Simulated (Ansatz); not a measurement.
# Pt3W (I4/mmm) in Ansatz: reference runs

Reference runs on Pt3W: the cell as given and a disturbed copy.

Program: Ansatz 0.2.0. These are calculated values, not measurements. Logs are shortened: lines on timing, memory, paths and dates and some standing lists are left out, and cuts for length are marked.

## 1. The crystal as given

It takes space group I4/mmm (No. 139, tetragonal). Conventional cell: a = 3.896 Å, b = 3.896 Å, c = 8.037 Å, α = 90.00°, β = 90.00°, γ = 90.00°. Pt (site symmetry 4/mmm) has 4 W at 2.75 Å and 8 Pt at 2.80 Å as nearest neighbours. Pt (site symmetry -4m2) has 8 Pt at 2.75 to 2.80 Å and 4 W at 2.80 Å as nearest neighbours. W (site symmetry 4/mmm) is surrounded by 12 Pt at 2.75 to 2.80 Å.

The cell comes from a database or a generator and needn't be the stable form of this composition.

## 2. Single point, PBEsol

input.yaml reads:

```yaml
crystal:
  lattice:
    - [-1.94790367, 1.94790367, 4.01834097]
    - [1.94790367, -1.94790367, 4.01834097]
    - [1.94790367, 1.94790367, -4.01834097]
  atoms:
    - { symbol: Pt, position: [0.5, 0.5, 0.0] }
    - { symbol: Pt, position: [0.25, 0.75, 0.5] }
    - { symbol: Pt, position: [0.75, 0.25, 0.5] }
    - { symbol: W, position: [0.0, 0.0, 0.0] }
kpoints:
  mp_grid: { grid: [10, 10, 10] }
scf:
  occupations: { method: fermi_dirac, width: 0.05 }
hamiltonian:
  xc: pbesol
  pseudopotentials: { kind: all_electron, lapw: { basis_error: 0.001 } }
output:
  forces: true
  stress: true
  eigenvalues: true
  populations: true
```

Potentials or basis: all-electron LAPW, scalar-relativistic.

On the command line:

```bash
> ansatz run input.yaml --threads 2 --pin off --max-ram 8192MiB --backend cpu --events-out ev --progress --plain --runs-dir out
```

Output:

```text
Warning: RAYON_NUM_THREADS=2 ignored (pool sized by the plan → 2); use --threads N
Pt: projections on atomic orbitals take those of the free atom 1s2 2s2 2p6 3s2 3p6 3d10 4s2 4p6 4d10 4f14 5s2 5p6 5d9 6s1, of charge +0.00 (hamiltonian.pseudopotentials.projection_atoms)
W: projections on atomic orbitals take those of the free atom 1s2 2s2 2p6 3s2 3p6 3d10 4s2 4p6 4d10 4f14 5s2 5p6 5d4 6s2, of charge +0.00 (hamiltonian.pseudopotentials.projection_atoms)
LAPW: plane waves up to 8.544 Å⁻¹, error target 1.0e-3 eV per atom; small_component_spin mean_spin; W in spheres of 1.385 Å, 44 of its electrons in bands, Dirac shells []; Pt in spheres of 1.370 Å, 42 of its electrons in bands, Dirac shells [] (how accurate: hamiltonian.pseudopotentials.lapw.basis_error, Limitations)
Engine: ansatz 0.2.0, aarch64-unknown-linux-gnu
Pseudopotentials: kind: all_electron
Pseudopotential: Pt, LAPW, valence charge 42, lapw/all_electron/scalar/gaussian/Pt, Koelling and Harmon's equation, gaussian nucleus
Pseudopotential: W, LAPW, valence charge 44, lapw/all_electron/scalar/gaussian/W, Koelling and Harmon's equation, gaussian nucleus
Functional definition: PBEsol
  exchange = pbesol_x
[... 57 lines left out ...]
       -0.000000       0.000000      -5.174333
  P = ⅓ Tr σ = -5.1471 GPa (-51.471 kbar)
--- Band table (eV; the first three rows and the last of 102) ---
  k-point 0: bands = ["-389.3033", "-389.2599", "-389.2599", "-274.3549", "-274.3549", "-274.3549", "-274.3549", "-274.3482", "-274.3482", "-274.3364", "-274.3364", "-274.3161", "-274.3161", "-274.1283", "-274.0883", "-274.0718", "-274.0718", "-274.0522", "-204.5836", "-204.5736", "-204.5736", "-204.5492", "-204.5286", "-69.7664", "-69.7412", "-69.5128", "-45.5812", "-38.3134", "-38.3120", "-38.2985", "-38.2985", "-38.2964", "-38.2964", "-38.2903", "-38.2899", "-38.2875", "-38.2866", "-38.2736", "-38.2736", "-38.2733", "-38.2733", "-38.0662", "-38.0662", "-38.0498", "-38.0212", "-38.0101", "-38.0101", "-38.0035", "-24.0554", "-24.0554", "-24.0159", "-23.9027", "-23.8422", "-23.8422", "-23.7135", "-23.7135", "-23.5859", "-9.8331", "-9.7242", "-9.7242", "0.0633", "0.0683", "0.0683", "0.0790", "0.0961", "0.1213", "0.1213", "18.6744", "21.8290", "22.3889", "23.0461", "23.4680", "24.2956", "24.2956", "24.7036", "24.7036", "25.2107", "25.8747", "25.8747", "26.6042", "26.9707", "27.7693", "29.0431", "29.3934", "30.3957", "30.5224", "30.7251", "30.7251", "32.3446", "35.8753", "37.3857", "37.3857", "37.8843", "37.8843", "37.9169", "38.5429", "40.7430", "40.7430", "41.2035", "42.7444", "42.8510", "47.3277"]
  k-point 1: bands = ["-389.3033", "-389.2599", "-389.2599", "-274.3549", "-274.3549", "-274.3549", "-274.3549", "-274.3482", "-274.3482", "-274.3364", "-274.3364", "-274.3161", "-274.3161", "-274.1283", "-274.0883", "-274.0718", "-274.0718", "-274.0522", "-204.5836", "-204.5736", "-204.5736", "-204.5492", "-204.5286", "-69.7652", "-69.7424", "-69.5129", "-45.5812", "-38.3134", "-38.3120", "-38.2985", "-38.2983", "-38.2966", "-38.2964", "-38.2903", "-38.2899", "-38.2874", "-38.2866", "-38.2737", "-38.2735", "-38.2734", "-38.2732", "-38.0662", "-38.0662", "-38.0498", "-38.0212", "-38.0101", "-38.0101", "-38.0035", "-24.0640", "-24.0305", "-24.0054", "-23.9155", "-23.8614", "-23.8344", "-23.7202", "-23.7093", "-23.5880", "-9.8333", "-9.7295", "-9.7252", "0.0634", "0.0682", "0.0683", "0.0791", "0.0960", "0.1212", "0.1213", "18.9569", "22.0302", "22.5809", "23.2184", "23.6414", "24.0080", "24.3634", "24.4821", "24.7773", "25.3540", "25.7824", "25.8123", "26.7383", "27.0074", "27.6003", "28.7744", "29.0301", "29.1504", "30.1759", "30.6691", "31.5765", "32.6011", "35.2584", "36.0983", "36.7681", "36.8580", "37.7739", "39.5486", "40.3187", "40.6952", "41.1431", "42.1887", "43.3355", "43.4860", "46.9521"]
  k-point 2: bands = ["-389.3033", "-389.2599", "-389.2599", "-274.3549", "-274.3549", "-274.3549", "-274.3549", "-274.3482", "-274.3482", "-274.3364", "-274.3364", "-274.3161", "-274.3161", "-274.1283", "-274.0883", "-274.0718", "-274.0718", "-274.0522", "-204.5836", "-204.5736", "-204.5736", "-204.5492", "-204.5286", "-69.7619", "-69.7454", "-69.5131", "-45.5811", "-38.3132", "-38.3122", "-38.2985", "-38.2977", "-38.2971", "-38.2964", "-38.2902", "-38.2899", "-38.2873", "-38.2867", "-38.2739", "-38.2737", "-38.2733", "-38.2730", "-38.0662", "-38.0662", "-38.0498", "-38.0212", "-38.0101", "-38.0101", "-38.0035", "-24.0809", "-23.9828", "-23.9648", "-23.9417", "-23.9184", "-23.8196", "-23.7314", "-23.6998", "-23.5941", "-9.8338", "-9.7397", "-9.7276", "0.0634", "0.0680", "0.0682", "0.0792", "0.0960", "0.1209", "0.1212", "19.7505", "22.4605", "23.2034", "23.3368", "23.5300", "23.7039", "24.1068", "24.7498", "25.0391", "25.6419", "25.7560", "25.9735", "26.3791", "26.9625", "27.1852", "27.4291", "28.6658", "29.1804", "29.4154", "30.4718", "30.5504", "34.3642", "35.0540", "35.2280", "35.5171", "35.5199", "36.4497", "39.8962", "42.2858", "42.5923", "43.5707", "43.6539", "44.5790", "44.7098", "45.0426"]
  k-point 101: bands = ["-389.3033", "-389.2599", "-389.2599", "-274.3549", "-274.3549", "-274.3549", "-274.3549", "-274.3482", "-274.3482", "-274.3364", "-274.3364", "-274.3161", "-274.3161", "-274.1283", "-274.0883", "-274.0718", "-274.0718", "-274.0522", "-204.5836", "-204.5736", "-204.5736", "-204.5492", "-204.5286", "-69.7657", "-69.7413", "-69.5136", "-45.5814", "-38.3134", "-38.3120", "-38.2985", "-38.2985", "-38.2964", "-38.2964", "-38.2903", "-38.2899", "-38.2875", "-38.2866", "-38.2736", "-38.2736", "-38.2733", "-38.2733", "-38.0662", "-38.0662", "-38.0498", "-38.0213", "-38.0101", "-38.0101", "-38.0035", "-24.0777", "-24.0777", "-23.9541", "-23.9002", "-23.8128", "-23.8128", "-23.7204", "-23.7204", "-23.6491", "-9.8447", "-9.7216", "-9.7216", "0.0632", "0.0685", "0.0685", "0.0796", "0.0959", "0.1213", "0.1213", "21.2647", "21.5052", "21.8465", "21.9152", "22.4096", "22.4096", "23.2845", "23.9969", "25.5592", "26.4321", "26.6904", "26.6904", "27.7813", "27.7813", "27.9793", "28.5844", "29.3905", "30.8000", "30.9049", "30.9833", "30.9833", "31.1315", "31.1315", "32.2581", "38.5992", "39.2994", "39.4424", "40.1289", "40.1289", "40.4709", "45.6405", "46.2235", "46.2235", "46.4035", "46.4035"]
--- Löwdin populations: 4 sites ---
  site symbol       q [e]
     0     Pt     77.9051
     1     Pt     77.8138
     2     Pt     77.8138
     3      W     73.8269
  spilling = 0.002080 (of n_electrons = 308.000000)
```

populations.tsv:

```text
# site	symbol	l	j	q
# orbitals = lowdin
# n_electrons = 308.000000
# spilling = 0.002080
# projection_atom_Pt: 1s2 2s2 2p6 3s2 3p6 3d10 4s2 4p6 4d10 4f14 5s2 5p6 5d9 6s1
# projection_atom_W: 1s2 2s2 2p6 3s2 3p6 3d10 4s2 4p6 4d10 4f14 5s2 5p6 5d4 6s2
0	Pt	0_1S	-	2.000000
0	Pt	0_2S	-	1.999989
0	Pt	0_3S	-	1.999863
0	Pt	0_4S	-	1.998627
0	Pt	0_5S	-	1.980577
0	Pt	0_6S	-	1.026664
0	Pt	1_2P	-	6.000000
0	Pt	1_3P	-	5.999999
0	Pt	1_4P	-	5.999965
0	Pt	1_5P	-	5.996336
0	Pt	2_3D	-	10.000000
0	Pt	2_4D	-	9.999985
0	Pt	2_5D	-	8.903131
0	Pt	3_4F	-	13.999979
1	Pt	0_1S	-	2.000000
1	Pt	0_2S	-	1.999989
1	Pt	0_3S	-	1.999866
1	Pt	0_4S	-	1.998659
1	Pt	0_5S	-	1.980833
1	Pt	0_6S	-	0.979288
1	Pt	1_2P	-	6.000000
1	Pt	1_3P	-	5.999999
1	Pt	1_4P	-	5.999970
1	Pt	1_5P	-	5.996949
1	Pt	2_3D	-	10.000000
1	Pt	2_4D	-	9.999985
1	Pt	2_5D	-	8.858245
1	Pt	3_4F	-	13.999981
2	Pt	0_1S	-	2.000000
2	Pt	0_2S	-	1.999989
2	Pt	0_3S	-	1.999866
2	Pt	0_4S	-	1.998659
2	Pt	0_5S	-	1.980833
2	Pt	0_6S	-	0.979288
2	Pt	1_2P	-	6.000000
2	Pt	1_3P	-	5.999999
2	Pt	1_4P	-	5.999970
2	Pt	1_5P	-	5.996949
2	Pt	2_3D	-	10.000000
2	Pt	2_4D	-	9.999985
2	Pt	2_5D	-	8.858245
2	Pt	3_4F	-	13.999981
3	W	0_1S	-	2.000000
3	W	0_2S	-	1.999990
3	W	0_3S	-	1.999878
3	W	0_4S	-	1.998723
3	W	0_5S	-	1.978606
3	W	0_6S	-	0.946640
3	W	1_2P	-	6.000000
3	W	1_3P	-	5.999999
3	W	1_4P	-	5.999975
3	W	1_5P	-	5.996731
3	W	2_3D	-	10.000000
3	W	2_4D	-	9.999979
3	W	2_5D	-	4.906497
3	W	3_4F	-	13.999861
```

Wall time 2.2 min (2 threads of Arm Neoverse V2, shared host); peak memory 1.6 GiB.

What came out:

| Quantity | Value |
| --- | --- |
| Free energy | -1941529.5306 eV |
| Pressure | -5.1 GPa |
| Band gap on the k mesh | none (metal or under the smearing width) |

Levels at points of the mesh, in eV from the Fermi level:
```
              k point  band 82  band 83  band 84  band 85  band 86  band 87  band 88  band 89
   (0.00, 0.00, 0.00)    -1.51    -0.24     0.11     1.11     1.24     1.44     1.44     3.06
  (0.00, 0.00, -0.50)    -1.84    -1.01    -0.91    -0.67     0.67     1.19     1.26     1.56
  (0.00, -0.50, 0.00)    -2.47    -1.68    -0.99    -0.72    -0.48     0.17     1.36     1.75
(-0.50, -0.50, -0.50)    -1.30    -0.70     0.11     1.52     1.62     1.70     1.70     1.85
```

(Continued in part 2 of 2.)
